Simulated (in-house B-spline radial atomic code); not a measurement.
# Ne³⁺: density, ELF and screening along the radius

Aim: the shell structure of Ne³⁺ in the radial density, the electron localisation function and the screened nuclear charge, under several settings.

Method: several methods, spin-polarised, as named in each step; spherical all-electron atom at the radial basis limit. Code: in-house B-spline radial atomic code version 1.

### 1 Starting point

| Property | Result |
| --- | --- |
| element | neon (Z = 10) |
| charge | +3 |
| electrons | 7 |
| configuration | [He] 2s2 2p3 |
| nucleus | point (non-relativistic runs) or finite (X2C runs) |

Outer shells as boxes (Hund's rule):

[He] 2s2 2p3
```
[He] core
2s [↑↓]
2p [↑ ][↑ ][↑ ]
```

Where spins are not typed, each open shell is filled with up spins first.

### 2 r2SCAN0, non-rel.

Settings, as recorded:

```ini
Z = 10
electrons = 7.0
configuration = [He] 2s2 2p3
hamiltonian = nr
method = r2scan0
spin_polarised = True
```

Launch:

```console
$ python run_scf.py task.json out
```

task.json lists these runs, among others, and the program works through them in turn.

### 3 LDA (VWN5), X2C

Settings, as recorded:

```ini
Z = 10
electrons = 7.0
configuration = [He] 2s2 2p3
hamiltonian = x2c
method = lda,vwn
spin_polarised = True
nucleus = fermi
rms_radius = 3.0055
mass_number = 20
atomic_mass = 19.99244017525
speed_of_light = 137.035999084
```

### 4 PBE, X2C

The settings differ from step 3 so:

```diff
@@ -4,3 +4,3 @@
 hamiltonian = x2c
-method = lda,vwn
+method = pbe,pbe
 spin_polarised = True
```

### 5 Hartree-Fock, X2C

The settings differ from step 4 so:

```diff
@@ -4,3 +4,3 @@
 hamiltonian = x2c
-method = pbe,pbe
+method = hf
 spin_polarised = True
```

### 6 HSE06, X2C

The settings differ from step 5 so:

```diff
@@ -4,3 +4,3 @@
 hamiltonian = x2c
-method = hf
+method = hse06
 spin_polarised = True
```

**Question.** How large is the system in each run, where do the shell borders lie, and what is the highest level?

**Answer**, as computed:

| run | total energy (hartree) | highest level (eV) | radius holding 50 / 90 / 99 % (bohr) | radius at n = 0.001 (bohr) | ELF minima on the full grid (bohr) |
| --- | --- | --- | --- | --- | --- |
| r2SCAN0, non-rel. | -124.2992 | -88.744 | 0.554 / 1.14 / 1.75 | 2.15 | 0.28 |
| LDA (VWN5), X2C | -123.6943 | -83.731 | 0.553 / 1.15 / 1.77 | 2.16 | 0.28 |
| PBE, X2C | -124.3526 | -83.738 | 0.553 / 1.14 / 1.77 | 2.16 | 0.28 |
| Hartree-Fock, X2C | -124.2491 | -98.485 | 0.554 / 1.14 / 1.75 | 2.14 | 0.28 |
| HSE06, X2C | -124.3846 | -87.162 | 0.553 / 1.14 / 1.76 | 2.16 | 0.28 |

In the first run ELF has 1 minimum on the grid, which marks the borders between shells. On the record's full grid the screened charge (r times the electrostatic potential) falls from 9.9 near the nucleus to 3.00 at 2.9 bohr; far out it tends to the net charge, 3. The grid is coarse (about 17 % a step), so the places of minima are rough. For X2C runs ELF uses the non-relativistic kinetic energy density, and the fields carry no picture-change correction.
